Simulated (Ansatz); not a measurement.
This script makes a convergence test of the plane-wave cutoff of Ga3Sn, space group I4/mmm with the Python package of Ansatz (0.2.0).

`ecut_ga3sn.py`
```python
'''Convergence of Ga3Sn with the plane-wave cutoff.'''

import ansatz


def main() -> None:
    structure = (
        ansatz.Lattice.of((-2.278188, 2.278188, 3.966983), (2.278188, -2.278188, 3.966983), (2.278188, 2.278188, -3.966983))
        .atom('Ga', (0.75, 0.25, 0.5))
        .atom('Ga', (0.25, 0.75, 0.5))
        .atom('Ga', (0.5, 0.5, 0.0))
        .atom('Sn', (0.0, 0.0, 0.0))
    )

    job = (
        structure.calculation()
        .functional('pbesol')
        .kpoints(7)
        .occupations(ansatz.OccupationsMethod.COLD, width=0.1)
        .stress()
    )

    rows = []
    for value in [250, 300, 350, 400, 450]:
        r = job.basis(value).run(threads=1, pin='off').report
        rows.append((value, r['free_energy_ev'] / len(r['lattice']['sites']), r['n_iterations'], sum(r['stress_gpa'][i][i] for i in range(3)) / 3, r['n_pw']))

    print(' cutoff (eV)   F/atom (eV)    iterations       P (GPa)   plane waves')
    for row in rows:
        print(f'{str(row[0]):>12s}  {row[1]:12.5f}  {row[2]:12d}  {row[3]:12.3f}  {row[4]:12d}')

    # the last row is the reference
    for row in rows[:-1]:
        shift = 1000 * (row[1] - rows[-1][1])
        print(f'{row[0]}: {shift:+.2f} meV/atom' + ('  (within 2 meV)' if abs(shift) < 2 else ''))


if __name__ == '__main__':
    main()
```

How fast does the energy converge with the cutoff (threshold 2 meV an atom)?

From 400 eV on it stays within 2 meV an atom of the value at 450 eV; the first row (250 eV) is off by 1052.6 meV and the last but one by 0.87 meV. The energy falls steadily, as expected when plane waves are added. The pressure moves from -0.20 to -0.82 GPa (the program's stress holds a Pulay correction, so it settles early). The last run costs about 2.1 times the first.

The output:

`python ecut_ga3sn.py` gives:
```text
DeckWarning: basis.ecutwfc = 250 eV is below the records' recommended 420 eV, and the density's cutoff is lower with it unless basis.ecutrho_ratio is high enough to keep the records' density cutoff: compare with a run at a higher cutoff
DeckWarning: basis.ecutwfc = 300 eV is below the records' recommended 420 eV, and the density's cutoff is lower with it unless basis.ecutrho_ratio is high enough to keep the records' density cutoff: compare with a run at a higher cutoff
DeckWarning: basis.ecutwfc = 350 eV is below the records' recommended 420 eV, and the density's cutoff is lower with it unless basis.ecutrho_ratio is high enough to keep the records' density cutoff: compare with a run at a higher cutoff
DeckWarning: basis.ecutwfc = 400 eV is below the records' recommended 420 eV, and the density's cutoff is lower with it unless basis.ecutrho_ratio is high enough to keep the records' density cutoff: compare with a run at a higher cutoff
 cutoff (eV)   F/atom (eV)    iterations       P (GPa)   plane waves
         250   -4293.75576             8        -0.199           747
         300   -4294.71816             8        -0.801          1023
         350   -4294.80301             7        -0.764          1217
         400   -4294.80746             7        -0.808          1493
         450   -4294.80832             7        -0.815          1789
250: +1052.56 meV/atom
300: +90.16 meV/atom
350: +5.31 meV/atom
400: +0.87 meV/atom  (within 2 meV)
```
(Warnings from the package without file and line.)

Notes:
- For a metal this k-point mesh is coarse: on a finer one energies can move by several to tens of meV an atom and pressures by half a GPa or more, differences at one mesh by less.
- Pressure is positive in compression.
- The structure comes from a database of computed cells and needn't be a stable or known phase.
- Shifts are counted from the last row, which is itself no proven limit.
- Timing: 24 s on 1 thread of Arm Neoverse V1, on a shared host, peak memory 0.46 GiB.
